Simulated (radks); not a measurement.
# Spin polarisation of the 3d shell in Co³⁺

Aim: the energy gained and the exchange splitting as electrons of the 3d shell of Co³⁺ are turned from spin down to spin up.

The numbers are computed with radks (a radial shooting solver on a logarithmic mesh, Libxc functionals) version 1 (scalar-relativistic Kohn-Sham, BLYP, spin-polarised, spherical densities, finite nucleus), except any that are marked as measured or tabulated.

## Step 1: The system

- element: cobalt (Z = 27)
- charge: +3
- electrons: 24
- configuration: [Ar] 3d(up 3, down 3)
- nuclear rms radius: 3.7875 fm

A shell typed twice in an input gives spin up, then spin down.

## Step 2: No moment

Input:

```text
Z 27
configuration [Ar] 3d3 3d3
relativity scalar-relativistic
functional b88,lyp
spin polarised
nucleus finite rms 3.7875 fm
c 137.035999084
```

## Step 3: moment 1 in 3d

Settings, as their differences from step 2:

```diff
@@ -1,3 +1,3 @@
 Z 27
-configuration [Ar] 3d3 3d3
+configuration [Ar] 3d3.5 3d2.5
 relativity scalar-relativistic
```

## Step 4: moment 2 in 3d

Input:

```text
Z 27
configuration [Ar] 3d4 3d2
relativity scalar-relativistic
functional b88,lyp
spin polarised
nucleus finite rms 3.7875 fm
c 137.035999084
```

## Step 5: moment 3 in 3d

Settings, as their differences from step 4:

```diff
@@ -1,3 +1,3 @@
 Z 27
-configuration [Ar] 3d4 3d2
+configuration [Ar] 3d4.5 3d1.5
 relativity scalar-relativistic
```

## Step 6: moment 4 in 3d

Input:

```text
Z 27
configuration [Ar] 3d5 3d1
relativity scalar-relativistic
functional b88,lyp
spin polarised
nucleus finite rms 3.7875 fm
c 137.035999084
```

Q: Predict the outcome of this session. Wanted: for each run, moment; E − E(0); ε(3d up); ε(3d down); splitting.

**Answer**, as computed:

```
moment (μB)  E − E(0) (eV)  ε(3d up) (eV)  ε(3d down) (eV)  splitting (eV)
          0          0.000        -45.152          -45.152           0.000
          1         -0.278        -45.676          -44.564           1.112
          2         -1.110        -46.131          -43.916           2.216
          3         -2.491        -46.515          -43.211           3.304
          4         -4.410        -46.824          -42.456           4.368
```

What this shows: At a moment of 4 μB the energy has fallen by 4.41 eV and the 3d levels split by 4.37 eV, 1.092 eV per μB. The Stoner form E = −I m²/4 would give I = 1.103 eV. The energy falls at every step.
